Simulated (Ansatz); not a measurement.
# SnP5: the cost of one run

Program: Ansatz 0.2.0. Level of theory: DFT PBE, scalar-relativistic, plane waves, PAW. These are calculated values, not measurements.

## 1. Starting point

It takes space group F-43m (No. 216, cubic). Conventional cell: a = 8.020 Å, b = 8.020 Å, c = 8.020 Å, α = 90.00°, β = 90.00°, γ = 90.00°. Sn (site symmetry -43m) has 16 P at 3.33 to 3.47 Å in its first shell of neighbours. P (site symmetry 3m) is surrounded by 9 P at 2.83 to 3.32 Å and 3 Sn at 3.33 Å. P (site symmetry -43m) has 12 P at 3.32 Å and 4 Sn at 3.47 Å in its first shell of neighbours.

As a file:

```
Sn P
1.0
     0.00000    4.01005    4.01005
     4.01005    0.00000    4.01005
     4.01005    4.01005    0.00000
Sn P
1 5
Direct
  0.00000 0.00000 0.00000
  0.62475 0.12574 0.62475
  0.25000 0.25000 0.25000
  0.12574 0.62475 0.62475
  0.62475 0.62475 0.62475
  0.62475 0.62475 0.12574
```

Recipe of the guess: species swapped into a database cell of Be5Au (F-43m, No. 216), with P on the Be sites and Sn on the Au sites. Lengths come from tabulated atomic sizes and are only a guess.

## 2. Probe: one point on a coarse mesh

File input.yaml:

```yaml
crystal:
  lattice:
    - [0.0, 4.01005215, 4.01005215]
    - [4.01005215, 0.0, 4.01005215]
    - [4.01005215, 4.01005215, 0.0]
  atoms:
    - { symbol: Sn, position: [0.0, 0.0, 0.0] }
    - { symbol: P, position: [0.62475203, 0.1257439, 0.62475203] }
    - { symbol: P, position: [0.25, 0.25, 0.25] }
    - { symbol: P, position: [0.1257439, 0.62475203, 0.62475203] }
    - { symbol: P, position: [0.62475203, 0.62475203, 0.62475203] }
    - { symbol: P, position: [0.62475203, 0.62475203, 0.1257439] }
basis:
  ecutwfc: 420
kpoints:
  mp_grid: { grid: [4, 4, 4] }
hamiltonian:
  xc: pbe
scf:
  occupations: { method: gaussian, width: 0.1 }
  lower_state_search: "off"
output:
  forces: true
  stress: true
  eigenvalues: true
```

Run with:

```console
$ ansatz run input.yaml --threads 1 --pin off --max-ram 2560MiB --backend cpu --events-out ev --progress --plain --runs-dir out
```

Q: Estimate wall time and peak memory on 1 thread of Intel Xeon at 2.50GHz (Skylake/Cascade Lake), shared host.

About 4.8 s, with a peak of 0.35 GiB.
